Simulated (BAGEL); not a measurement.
# C2Si at HF/6-31G(d) (density fitting with qzvpp-jkfit, spherical functions)

Aim: the electronic atomisation energy of C2Si at HF/6-31G* (density fitting with qzvpp-jkfit, spherical functions), from 3 runs. 

The calculation is run with BAGEL 1.2.2.

12 further runs of the same task are left out: 12 set aside as unsound or not needed.

## (1) The system as given

C2Si: 3 atoms, total charge 0, spin state singlet. Geometry: relaxed at GFN2-xTB.

Bond lengths: C1–C2 1.259 Å, C2–Si3 1.781 Å. Angles: C1–C2–Si3 180.0°.

## (2) A single-point energy at HF/6-31G(d) (density fitting with qzvpp-jkfit, spherical functions)

Input file job.json:

```json
{ "bagel": [

{
  "title": "molecule",
  "basis": "6-31gs.json",
  "df_basis": "qzvpp-jkfit",
  "angstrom": true,
  "geometry": [
    { "atom": "C", "xyz": [   -1.111830,    0.737510,   -0.522770 ] },
    { "atom": "C", "xyz": [   -0.135170,    0.089220,   -0.063600 ] },
    { "atom": "Si", "xyz": [    1.247000,   -0.826740,    0.586370 ] }
  ]
},
{
  "title": "hf"
},
{
  "title": "print",
  "file": "orbitals.molden",
  "orbitals": true
}

]}
```

The basis set 6-31G* is read from a file made from the Basis Set Exchange's data (not shown).

On the command line:

```sh
$ BAGEL_NUM_THREADS=1 BAGEL job.json > job.out
```

What it wrote:

```text
* using 1 threads per process

  ===============================================================
  ===============================================================

  *** Geometry ***

  { "atom" : "C", "xyz" : [     -2.101054,      1.393692,     -0.987892 ] },
  { "atom" : "C", "xyz" : [     -0.255434,      0.168601,     -0.120187 ] },
  { "atom" : "Si", "xyz" : [      2.356488,     -1.562312,      1.108079 ] },

  Number of auxiliary basis functions:      278

  Since a DF basis is specified, we compute 2- and 3-index integrals:
    o Being stored without compression. Storage requirement is 0.005 GB

  Number of basis functions:       46
  Number of electrons      :       26

    * METHOD: MOLECULE                             0.05

  *** RHF ***

  === Nuclear Repulsion ===
    54.7130620633

      * DIIS with orbital gradients will be used.

  === RHF iteration (6-31gs.json) ===
      0       -364.29579962          0.02729312           0.01
      1       -364.30482992          0.03267352           0.01
      2       -364.46919413          0.00266200           0.01
      3       -364.47207660          0.00059088           0.01
      4       -364.47221279          0.00023253           0.01
      5       -364.47222559          0.00009093           0.01
      6       -364.47222815          0.00001600           0.01
      7       -364.47222824          0.00000776           0.01
      8       -364.47222825          0.00000164           0.01
      9       -364.47222825          0.00000076           0.01
     10       -364.47222825          0.00000013           0.01
     11       -364.47222825          0.00000003           0.01
     12       -364.47222825          0.00000001           0.01
     13       -364.47222825          0.00000000           0.01
    * SCF iteration converged.

    * Permanent dipole moment:
           (   -1.491722,     0.989035,    -0.701439) a.u.

    * METHOD: HF                                   0.17

    * METHOD: PRINT                                0.01

  ===============================================================
```

Wall time 0.44 s (1 thread of Intel Xeon Platinum 8488C (Sapphire Rapids), shared host).

## (3) The C atom at the same level

Input file input.json:

```json
{ "bagel" : [

{
  "title" : "molecule",
  "basis" : "6-31gs.json",
  "df_basis" : "qzvpp-jkfit",
  "angstrom" : true,
  "geometry" : [
    { "atom" : "C", "xyz" : [       0.000000,       0.000000,       0.000000 ] }
  ]
},

{
  "title" : "uhf",
  "nopen" : 2
},

{
  "title" : "print",
  "file" : "orbitals.molden",
  "orbitals" : true
}

]}
```

The basis set 6-31G* is read from a file made from the Basis Set Exchange's data (not shown).

Run the same way, it converges to -37.68057 Eh (log not shown).

## (4) The Si atom

Input file input.json:

```json
{ "bagel" : [

{
  "title" : "molecule",
  "basis" : "6-31gs.json",
  "df_basis" : "qzvpp-jkfit",
  "angstrom" : "true",
  "geometry" : [
    { "atom" : "Si", "xyz" : [       0.000000,       0.000000,       0.000000 ] }
  ]
},

{
  "title" : "uhf",
  "nopen" : 2
},

{
  "title" : "print",
  "file" : "orbitals.molden",
  "orbitals" : "true"
}

]}
```

The basis set 6-31G* is read from a file made from the Basis Set Exchange's data (not shown).

Run the same way, it converges to -288.83102 Eh (log not shown).

## (5) Outcome

At HF/6-31G* (density fitting with qzvpp-jkfit, spherical functions):

| quantity | value |
| --- | --- |
| molecule: total energy | -364.47223 Eh |
| molecule: dipole moment | 4.89 D |
| molecule: HOMO energy | -10.20 eV |
| molecule: LUMO energy | -0.36 eV |
| molecule: HOMO–LUMO gap | 9.83 eV |
| C atom: total energy | -37.68057 Eh |
| C atom: dipole moment | 0.00 D |
| C atom: ⟨S²⟩ | 2.005 |
| Si atom: total energy | -288.83102 Eh |
| Si atom: dipole moment | 0.00 D |
| Si atom: ⟨S²⟩ | 2.006 |
| electronic atomisation energy | 7.621 eV |

What this shows: Taking the molecule apart into free atoms costs 7.62 eV (735 kJ/mol), before zero-point energy and without spin-orbit coupling. Hartree–Fock lacks the correlation of the bonding pairs, which as a rule makes this value much too low; in minimal bases other errors can mask that.
